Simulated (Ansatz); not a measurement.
# BeMgH (doublet): the correlation ladder at distance Mg2–H3 = 2.103 Å, cc-pVDZ

How much of the correlation energy of BeMgH (doublet) does each wave-function method recover here?

Method: cc-pVDZ, core rule «outside noble gas», up to 6 orbitals frozen; program: Ansatz 0.2.0, Gaussian basis.

To be run: UHF; CCSD(T) on ROHF; CCSD(T) on UHF; BCCD(T) on ROHF; CISD; CCSDT(Q) on ROHF; CCSDT(Q) on UHF; CASSCF and MRCISD+Q, 3 electrons in 3 orbitals; CASSCF and NEVPT2, 3 electrons in 3 orbitals; Full CI.

33 further runs of the same task are left out: 12 for a known fault of the program, 14 that didn't finish, 7 set aside as unsound or not needed.

## (1) What is computed

The geometry derives from a PBE0/def2-TZVP stationary point (not a proven minimum). One bond is set to the value named and the two fragments are kept rigid.

3 atoms, charge 0, spin multiplicity 2.

Atoms are counted from 1 here; the program's logs count them from 0.

Bond lengths: Mg2–H3 2.103 Å.

## (2) UHF

The input, in.yaml:

```yaml
crystal:
  periodic: [false, false, false]
  atoms:
    - {symbol: Be, position_ang: [0.000000, 0.000000, 2.424143]}
    - {symbol: Mg, position_ang: [0.000000, 0.000000, -0.160571]}
    - {symbol: H, position_ang: [0.000000, 0.000000, -2.263571]}
basis:
  gaussian: {orbitals: cc-pVDZ}
magnetization: {spin_polarized: true, initial_magnetization: 1}
hamiltonian: {xc: hf}
output: {orbitals: {seedname: orbitals}}
```

Launch:

```bash
$ ansatz run in.yaml --threads 1 --pin off --events-out ev --progress --plain --max-ram 2393MiB
```

The runs that follow: CCSD(T) on ROHF; CCSD(T) on UHF; BCCD(T) on ROHF; CISD; CCSDT(Q) on ROHF; CCSDT(Q) on UHF; CASSCF and MRCISD+Q, 3 electrons in 3 orbitals; CASSCF and NEVPT2, 3 electrons in 3 orbitals; Full CI.

Before running them: what should the planned runs give, taken together? Wanted: FCI from the RHF energy; RMP2 from FCI; UMP2 from FCI; RCCSD from FCI; RCCSD(T) from FCI; UCCSD(T) from FCI; RCCSDT(Q) from FCI; UCCSDT(Q) from FCI; NEVPT2 pair from FCI.

The runs gave:

| quantity | value |
| --- | --- |
| FCI from the ROHF energy | -2.2270 eV |
| RMP2 from FCI | +764.9 meV |
| UMP2 from FCI | +750.8 meV |
| RCCSD from FCI | +76.8 meV |
| RCCSD(T) from FCI | +27.5 meV |
| UCCSD(T) from FCI | +25.0 meV |
| RCCSDT(Q) from FCI | +1.2 meV |
| UCCSDT(Q) from FCI | +0.9 meV |
| NEVPT2 pair from FCI | +659.0 meV |
| MRCISD+Q pair from FCI | -11.2 meV |
| levels within 1 kcal/mol (43 meV) | RCCSD(T), UCCSD(T), BCCD(T), RCCSDT, UCCSDT, RCCSDT(Q), UCCSDT(Q), MRCISD+Q pair |
| T1 diagnostic | 0.047 |
| effectively unpaired electrons | 1.11 |

In words: RCCSD(T) misses by +27.5 meV, 1.2 % of the correlation energy. MRCISD+Q pair falls below full CI: the +Q correction isn't variational, and the cores differ from full CI's. The occupations are near whole numbers, but T1 = 0.047 shows that the orbitals relax strongly. Of the multireference levels listed MRCISD+Q pair comes nearest in total energy (-11.2 meV), which doesn't show that its space is the better one. These misses are within one basis, not against nature; the frozen cores of restricted and unrestricted runs differ, which can shift their rows.

Levels on UHF freeze UHF's core orbitals, full CI those of ROHF, so the U rows can settle a little off it for that reason alone.

With open shells the CI space here admits some triples and quadruples, so it is larger than plain CISD.
